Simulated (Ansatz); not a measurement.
# triplet CBr2F2: levels of theory compared

Wanted: a comparison of 6 runs (U-r2SCAN0/cc-pVDZ, U-wB97M-V/cc-pVDZ, UBHLYP/cc-pVDZ, UPBE/cc-pVDZ, UBCCD(T)/cc-pVDZ, UCCSD/cc-pVDZ) of triplet CBr2F2. 

The results are computed with Ansatz 0.2.0.

57 further runs of the same task are left out: 57 set aside as unsound or not needed.

## Step 1: The molecule

CBr2F2 has 5 atoms, charge 0, and is taken as a triplet. As SMILES of the parent species, `FC(F)(Br)Br`. Geometry: relaxed at PBE0-D4/def2-TZVP. That shape belongs to the parent species and isn't relaxed for this state.

Bond lengths: F1–C2 1.324 Å, C2–F3 1.324 Å, C2–Br4 1.933 Å, C2–Br5 1.933 Å. Angles: F1–C2–F3 108.1°, F1–C2–Br4 109.2°, F1–C2–Br5 109.2°, F3–C2–Br4 109.2°, F3–C2–Br5 109.2°, Br4–C2–Br5 111.7°.

## Step 2: The energy at U-r2SCAN0/cc-pVDZ (run 1)

Contents of job.yaml:

```yaml
basis:
  gaussian:
    orbitals: cc-pVDZ
crystal:
  periodic: [false, false, false]
  atoms:
    - symbol: F
      position_ang: [-0.970400, -0.113400, 0.986300]
    - symbol: C
      position_ang: [0.004800, -0.087600, 0.090900]
    - symbol: F
      position_ang: [0.914800, -0.981400, 0.446600]
    - symbol: Br
      position_ang: [-0.709300, -0.561200, -1.642100]
    - symbol: Br
      position_ang: [0.810000, 1.669900, 0.077000]
magnetization:
  spin_polarized: true
  initial_magnetization: 2
hamiltonian:
  xc: {name: r2SCAN0}
accuracy: high
output: {orbitals: {seedname: orbitals}}
```

Command:

```
$ ansatz run job.yaml --threads 1 --pin off --max-ram 3480MiB --events-out events.jsonl --progress --plain --runs-dir runs
```

The program printed:

```text
Warning: RAYON_NUM_THREADS=1 ignored (pool sized by the plan → 1); use --threads N
Functional definition: r2SCAN0
  name "r2SCAN0"
  parameter a = 0.25
  parameter k0 = 0.174
  parameter k1 = 0.065
  parameter a1 = 4.9479
  exchange = (1 - a)*r2scan_x(k0 = k0, k1 = k1, a1 = a1) + a*exact_x
  correlation = r2scan_c
2003 factors; integrals over basis functions are off by at most 4.6e-9 eV
mean field evaluation 1: about -146550.9003 eV, gradient 1.9e1 eV
mean field evaluation 2: about -146550.4040 eV, gradient 2.4e1 eV
mean field evaluation 4: about -146552.0510 eV, gradient 1.1e0 eV
mean field evaluation 8: about -146552.2483 eV, gradient 3.7e-2 eV
mean field evaluation 16: about -146552.2483 eV, gradient 5.1e-4 eV
mean field evaluation 32: about -146552.2483 eV, gradient 9.6e-6 eV
mean field evaluation 64: about -146551.7445 eV, gradient 3.0e0 eV
mean field -146552.24832929 eV, -5385.6957894197 hartree, gradient 8.0e-8 eV, S^2 2.008589; 6 other end points of the search recorded, 0 dependent functions left out
reference -146552.24833001 eV, -5385.6957894462 hartree; 48, 46 occupied and 48, 50 virtual orbitals, 2003 factors
Total energy: -146552.24833001 eV, -5385.6957894462 hartree
```

Run time: 64 s. Hardware: 1 thread of AMD EPYC 9R14 (Zen 4), shared host; peak memory 0.82 GiB.

## Step 3: A single-point energy at U-wB97M-V/cc-pVDZ (run 2)

Contents of input.yaml:

```yaml
basis:
  gaussian:
    orbitals: cc-pVDZ
crystal:
  periodic: [false, false, false]
  atoms:
    - symbol: F
      position_ang: [-0.970400, -0.113400, 0.986300]
    - symbol: C
      position_ang: [0.004800, -0.087600, 0.090900]
    - symbol: F
      position_ang: [0.914800, -0.981400, 0.446600]
    - symbol: Br
      position_ang: [-0.709300, -0.561200, -1.642100]
    - symbol: Br
      position_ang: [0.810000, 1.669900, 0.077000]
magnetization:
  spin_polarized: true
  initial_magnetization: 2
hamiltonian:
  xc: {name: wB97M-V}
accuracy: high
output: {orbitals: {seedname: orbitals}}
```

Command:

```
$ ansatz run input.yaml --threads 1 --pin off --max-ram 3480MiB --events-out events.jsonl --progress --plain --runs-dir runs
```

The program printed, cut to the lines that bear on the results:

```text
Warning: RAYON_NUM_THREADS=1 ignored (pool sized by the plan → 1); use --threads N
Functional definition: wB97M-V
  name "wB97M-V"
[...]
  gx(w, u) = 1 - cx + cx01*u + cx10*w
  gss(w, u) = css00 + css04*u^4 + css10*w + css20*w^2 + css43*w^4*u^3
  gos(w, u) = cos00 + cos10*w + (cos20 + cos21*u)*w^2 + (cos60 + cos61*u)*w^6
[...]
      + integral(e_c_pw_mod_opposite_spin*gos(b97_w_opposite, b97_u_opposite)) + vv10(b, c)
2003 factors; integrals over basis functions are off by at most 4.6e-9 eV
297 factors; integrals over basis functions are off by at most 2.0e-9 eV
[...]
mean field -146547.03097761 eV, -5385.5040552820 hartree, gradient 2.5e-8 eV, S^2 2.007046; 6 other end points of the search recorded, 0 dependent functions left out
reference -146547.03098030 eV, -5385.5040553808 hartree; 48, 46 occupied and 48, 50 virtual orbitals, 2003 factors
Total energy: -146547.03098030 eV, -5385.5040553808 hartree
```

Run time: 3.6 min. Hardware: 1 thread of AMD EPYC 9R14 (Zen 4), shared host; peak memory 1.4 GiB.

## Step 4: A single-point energy at UBHLYP/cc-pVDZ (run 3)

Contents of molecule.yaml:

```yaml
crystal:
  periodic: [false, false, false]
  atoms:
    - {symbol: F, position_ang: [-0.970400, -0.113400, 0.986300]}
    - {symbol: C, position_ang: [0.004800, -0.087600, 0.090900]}
    - {symbol: F, position_ang: [0.914800, -0.981400, 0.446600]}
    - {symbol: Br, position_ang: [-0.709300, -0.561200, -1.642100]}
    - {symbol: Br, position_ang: [0.810000, 1.669900, 0.077000]}
basis:
  gaussian:
    orbitals: cc-pVDZ
magnetization:
  spin_polarized: true
  initial_magnetization: 2
hamiltonian:
  xc: {name: BHLYP}
accuracy: high
output: {orbitals: {seedname: orbitals}}
```

Command:

```
$ ansatz run molecule.yaml --threads 1 --pin off --max-ram 3480MiB --events-out events.jsonl --progress --plain --runs-dir runs
```

The program printed:

```text
Warning: RAYON_NUM_THREADS=1 ignored (pool sized by the plan → 1); use --threads N
Functional definition: BHLYP
  name "BHLYP"
  parameter a = 0.5
  exchange = (1 - a)*b88_x + a*exact_x
  correlation = lyp_c
2003 factors; integrals over basis functions are off by at most 4.6e-9 eV
mean field evaluation 1: about -146551.2757 eV, gradient 2.1e1 eV
mean field evaluation 2: about -146551.2027 eV, gradient 2.4e1 eV
mean field evaluation 4: about -146552.8650 eV, gradient 9.3e-1 eV
mean field evaluation 8: about -146553.2495 eV, gradient 7.3e-2 eV
mean field evaluation 16: about -146553.2498 eV, gradient 1.5e-3 eV
mean field evaluation 32: about -146553.2498 eV, gradient 5.3e-5 eV
mean field -146553.24978929 eV, -5385.7325923957 hartree, gradient 3.6e-8 eV, S^2 2.010440; 6 other end points of the search recorded, 0 dependent functions left out
reference -146553.24981171 eV, -5385.7325932199 hartree; 48, 46 occupied and 48, 50 virtual orbitals, 2003 factors
Total energy: -146553.24981171 eV, -5385.7325932199 hartree
```

It took 39 s on 1 thread of AMD EPYC 9R14 (Zen 4), shared host; peak memory 0.74 GiB.

Runs 4 to 5 aren't shown in full; the table further down has their settings and results.

## Step 5: The energy at UCCSD/cc-pVDZ (run 6)

Contents of run.yaml:

```yaml
crystal:
  periodic: [false, false, false]
  atoms:
    - {symbol: F, position_ang: [-0.970400, -0.113400, 0.986300]}
    - {symbol: C, position_ang: [0.004800, -0.087600, 0.090900]}
    - {symbol: F, position_ang: [0.914800, -0.981400, 0.446600]}
    - {symbol: Br, position_ang: [-0.709300, -0.561200, -1.642100]}
    - {symbol: Br, position_ang: [0.810000, 1.669900, 0.077000]}
basis:
  gaussian:
    orbitals: cc-pVDZ
magnetization:
  spin_polarized: true
  initial_magnetization: 2
correlation:
  method: ccsd
  frozen_orbitals: {Br: 9, C: 1, F: 1}
accuracy: high
scf:
  omitted_lower_state_checks: [cluster_reference, increment]
```

Command:

```
$ ansatz run run.yaml --threads 1 --pin off --max-ram 3480MiB --events-out events.jsonl --progress --plain --runs-dir runs
```

The program printed:

```text
Warning: RAYON_NUM_THREADS=1 ignored (pool sized by the plan → 1); use --threads N
[... 17 lines left out ...]
21 core orbitals not correlated: weight in the atoms' cores, before any rotation towards them, 1.000 or more for the frozen orbitals, at most 0.000 for the correlated occupied ones
[... 39 lines left out ...]
Total energy: -146453.88996682 eV, -5382.0811862685 hartree
Checks for a lower state left out: cluster_reference, increment
```

Run time: 2.5 min. Hardware: 1 thread of AMD EPYC 9R14 (Zen 4), shared host; peak memory 1.2 GiB.

## Step 6: Overview of the runs

| run | level | frozen core orbitals | energy (Eh) | HOMO energy (eV) | ⟨S²⟩ | wall time |
| --- | --- | --- | --- | --- | --- | --- |
| 1 | U-r2SCAN0/cc-pVDZ | – | -5385.695789 | -4.01 | 2.009 | 64 s |
| 2 | U-wB97M-V/cc-pVDZ | – | -5385.504055 | -5.49 | 2.007 | 3.6 min |
| 3 | UBHLYP/cc-pVDZ | – | -5385.732593 | -4.78 | 2.010 | 39 s |
| 4 | UPBE/cc-pVDZ | – | -5384.871378 | -2.41 | 2.002 | 20 s |
| 5 | UBCCD(T)/cc-pVDZ | 21 | -5382.105797 | – | 2.019 | 7.9 min |
| 6 | UCCSD/cc-pVDZ | 21 | -5382.081186 | – | 2.019 | 2.5 min |

## Step 7: Outcome

| quantity | value |
| --- | --- |
| run 6: total energy | -5382.08119 Eh |
| run 6: correlation energy (21 core orbitals frozen) | -768.9 mEh |
| run 6: ⟨S²⟩ of the reference determinant | 2.019 |
| run 6: T1 diagnostic | 0.026 |

**Reading.** Totals of different functionals can't be ranked against each other. All runs together took 16 min, the longest 7.9 min.
